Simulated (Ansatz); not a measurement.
**CdSe (P6_3mc): band-curvature effective masses by finite differences from a Python script**

Aim: band-curvature effective masses by finite differences, for CdSe (P6_3mc), run from a script.

The COD entry's cell or inner coordinates are ideal or old and differ from later refinements, so a difference from it is no clean test against experiment.

Program: Ansatz 0.2.0, driven from Python. Level of theory: DFT PBE, plane waves, PAW. These are calculated values, not measurements.

## 1. Starting point

Symmetry: P6_3mc, No. 186, hexagonal system. Conventional cell: a = 4.300 Å, b = 4.300 Å, c = 7.020 Å, α = 90.00°, β = 90.00°, γ = 120.00°. Cd (site symmetry 3m) has 4 Se at 2.61 to 2.70 Å as nearest neighbours. Se (site symmetry 3m) is surrounded by 4 Cd at 2.61 to 2.70 Å.

No structure file is read: the coordinates are typed or built in the script.

## 2. The script

cdse_mass.py reads:

```python
"""Effective masses of CdSe by finite differences."""

import warnings

import ansatz as az
from ase import Atoms
import numpy as np

XC = "pbe"
KGRID = (6, 6, 4)
SMEARING = "fixed"

warnings.simplefilter("ignore", az.DeckWarning)

atoms = Atoms(
    ["Cd", "Cd", "Se", "Se"],
    scaled_positions=[
        (1 / 3, 2 / 3, 0.0),
        (2 / 3, 1 / 3, 0.5),
        (1 / 3, 2 / 3, 0.385),
        (2 / 3, 1 / 3, 0.885),
    ],
    cell=[
        (4.3, 0.0, 0.0),
        (-2.15, 3.723909, 0.0),
        (0.0, 0.0, 7.02),
    ],
    pbc=True,
)
xtal = az.Crystal.from_ase(atoms)

setup = (
    xtal.calculation()
    .functional(XC)
    .kpoints(*KGRID)
    .occupations(SMEARING)
)
# find the band extrema among the mesh points first
result = setup.band_table().run(threads=1)
rep = result.report
levels = np.array(rep["eigenvalues_ev"])
filled = round(rep["n_electrons"] / 2)
edges = {"top filled band": (filled - 1, levels[:, filled - 1].argmax()), "lowest empty band": (filled, levels[:, filled].argmin())}
gap = levels[:, filled].min() - levels[:, filled - 1].max()
print(f"gap on the mesh {gap:.3f} eV")
if gap <= 0.05:
    print("no gap: band-edge masses have no meaning here")
    edges = {}
reciprocal = 2 * np.pi * np.linalg.inv(result.lattice.cell_ang).T
step = 0.006  # 1/A

# second differences give the curvature tensor; masses are hbar^2/m_e = 7.61996 eV A^2 over its eigenvalues
pairs = [(0, 1), (0, 2), (1, 2)]
moves = [sign * axis for axis in np.eye(3) for sign in (-1, 1)]
moves += [s1 * np.eye(3)[i] + s2 * np.eye(3)[j] for i, j in pairs for s1 in (1, -1) for s2 in (1, -1)]
for name, (band, index) in edges.items():
    together = int(np.sum(np.abs(levels[index] - levels[index, band]) < 2e-3))
    print(name, "at k =", np.round(rep["kpoints_frac"][index], 4), f"E = {levels[index, band]:.4f} eV, degeneracy {together}")
    centre = np.array(rep["kpoints_frac"][index]) @ reciprocal
    points = [centre] + [centre + step * move for move in moves]
    table = setup.band_structure(points, intervals=1, cartesian=True).run(threads=1).band_structure().channels[0].eigenvalues_ev
    if together > 1:
        level = np.flatnonzero(np.abs(levels[index] - levels[index, band]) < 2e-3)
        along = (table[1, level] + table[2, level] - 2 * table[0, level]) / step ** 2
        print("  degenerate level, no single mass tensor; masses of its branches along x:", np.round(7.61996 / along, 3), "m_e")
        continue
    e = table[:, band]
    hessian = np.diag((e[1:7:2] + e[2:7:2] - 2 * e[0]) / step ** 2)
    for (i, j), (pp, pm, mp, mm) in zip(pairs, e[7:].reshape(3, 4)):
        hessian[i, j] = hessian[j, i] = (pp - pm - mp + mm) / (4 * step ** 2)
    curvatures, axes = np.linalg.eigh(hessian)
    slope = (e[2:7:2] - e[1:7:2]) / (2 * step)
    print("  slope (eV A):", np.round(slope, 3) + 0.0, "" if np.abs(slope).max() < 0.05 else "- no extremum here, so these are local curvatures and no band-edge masses")
    for curvature, axis in zip(curvatures, axes.T):
        print(f"  principal mass {7.61996 / curvature:8.3f} m_e along", np.round(axis, 2) + 0.0)
```

## 3. What the engine is handed

The package turns the script's settings into the engine's input (first run):

```yaml
crystal:
  lattice:
    - [4.3, 0.0, 0.0]
    - [-2.15, 3.723909, 0.0]
    - [0.0, 0.0, 7.02]
  atoms:
    - { symbol: Cd, position: [0.33333333333333326, 0.6666666666666666, 0.0] }
    - { symbol: Cd, position: [0.6666666666666665, 0.3333333333333333, 0.5] }
    - { symbol: Se, position: [0.33333333333333326, 0.6666666666666666, 0.38500000000000006] }
    - { symbol: Se, position: [0.6666666666666665, 0.3333333333333333, 0.885] }
kpoints:
  mp_grid:
    grid: [6, 6, 4]
hamiltonian:
  xc: pbe
scf:
  occupations:
    method: fixed
output:
  eigenvalues: true
```

## 4. Running it

Started as:

```sh
python cdse_mass.py
```

What it wrote:

```text
gap on the mesh 0.702 eV
top filled band at k = [0. 0. 0.] E = 7.4783 eV, degeneracy 2
  degenerate level, no single mass tensor; masses of its branches along x: [-0.212 -1.285] m_e
lowest empty band at k = [0. 0. 0.] E = 8.1803 eV, degeneracy 1
  slope (eV A): [0. 0. 0.]
  principal mass    0.069 m_e along [-0.04  1.    0.  ]
  principal mass    0.069 m_e along [1.   0.04 0.  ]
  principal mass    0.066 m_e along [0. 0. 1.]
```

It took 36 s on 1 thread of Arm Neoverse V1, shared host; peak memory 0.44 GiB.

## 5. What changed from run to run

The engine's inputs for the other runs:

Run 2, against run 1:

```diff
@@ -13,0 +14,22 @@
+  band_path:
+    path:
+      - [0.0, 0.0, 0.0]
+      - [-0.0041061975317709, 0.00205309876588545, 0.0]
+      - [0.0041061975317709, -0.00205309876588545, 0.0]
+      - [0.0, -0.003556071149846381, 0.0]
+      - [0.0, 0.003556071149846381, 0.0]
+      - [0.0, 0.0, -0.006703606203030631]
+      - [0.0, 0.0, 0.006703606203030631]
+      - [0.0041061975317709, 0.0015029723839609314, 0.0]
+      - [0.0041061975317709, -0.005609169915731831, 0.0]
+      - [-0.0041061975317709, 0.005609169915731831, 0.0]
+      - [-0.0041061975317709, -0.0015029723839609314, 0.0]
+      - [0.0041061975317709, -0.00205309876588545, 0.006703606203030631]
+      - [0.0041061975317709, -0.00205309876588545, -0.006703606203030631]
+      - [-0.0041061975317709, 0.00205309876588545, 0.006703606203030631]
+      - [-0.0041061975317709, 0.00205309876588545, -0.006703606203030631]
+      - [0.0, 0.003556071149846381, 0.006703606203030631]
+      - [0.0, 0.003556071149846381, -0.006703606203030631]
+      - [0.0, -0.003556071149846381, 0.006703606203030631]
+      - [0.0, -0.003556071149846381, -0.006703606203030631]
+    npoints: 1
@@ -19,2 +40,0 @@
-output:
-  eigenvalues: true
```

Run 3, against run 1:

```diff
@@ -13,0 +14,22 @@
+  band_path:
+    path:
+      - [0.0, 0.0, 0.0]
+      - [-0.0041061975317709, 0.00205309876588545, 0.0]
+      - [0.0041061975317709, -0.00205309876588545, 0.0]
+      - [0.0, -0.003556071149846381, 0.0]
+      - [0.0, 0.003556071149846381, 0.0]
+      - [0.0, 0.0, -0.006703606203030631]
+      - [0.0, 0.0, 0.006703606203030631]
+      - [0.0041061975317709, 0.0015029723839609314, 0.0]
+      - [0.0041061975317709, -0.005609169915731831, 0.0]
+      - [-0.0041061975317709, 0.005609169915731831, 0.0]
+      - [-0.0041061975317709, -0.0015029723839609314, 0.0]
+      - [0.0041061975317709, -0.00205309876588545, 0.006703606203030631]
+      - [0.0041061975317709, -0.00205309876588545, -0.006703606203030631]
+      - [-0.0041061975317709, 0.00205309876588545, 0.006703606203030631]
+      - [-0.0041061975317709, 0.00205309876588545, -0.006703606203030631]
+      - [0.0, 0.003556071149846381, 0.006703606203030631]
+      - [0.0, 0.003556071149846381, -0.006703606203030631]
+      - [0.0, -0.003556071149846381, 0.006703606203030631]
+      - [0.0, -0.003556071149846381, -0.006703606203030631]
+    npoints: 1
@@ -19,2 +40,0 @@
-output:
-  eigenvalues: true
```

## 6. Run by run

One row for each of the 3 runs:

| run | kind of run | energy from run 1 (meV/atom) | gap on the mesh (eV) | SCF cycles | CPU time (s) |
| --- | --- | --- | --- | --- | --- |
| 1 | single point | 0.00 | 0.70 | 6 | 8 |
| 2 | band path | 0.00 | 0.70 | 6 | 14 |
| 3 | band path | 0.00 | 0.70 | 6 | 14 |

## 7. Summary of results

| quantity | value |
| --- | --- |
| runs compared | 3 |
| top filled band at k (as printed) | [0. 0. 0.] E = 7.4783 eV, degeneracy 2 |
| lowest empty band at k (as printed) | [0. 0. 0.] E = 8.1803 eV, degeneracy 1 |
| slope (eV A) (as printed) | [0. 0. 0.] |

In words: All 3 runs converged. Notes:
- Of the deposited cell: the entry's cell lengths or inner coordinates differ somewhat from later room-temperature determinations.
- Levels are Kohn-Sham eigenvalues on this mesh, without spin-orbit coupling.
- The masses are finite-difference curvatures at extrema found on a coarse mesh, which needn't be the true band edges; a step that is long against the gap makes them too heavy. Negative values are curvatures of valence bands (the hole mass is their size). Spin-orbit coupling is left out, and light masses scale with the Kohn-Sham gap.
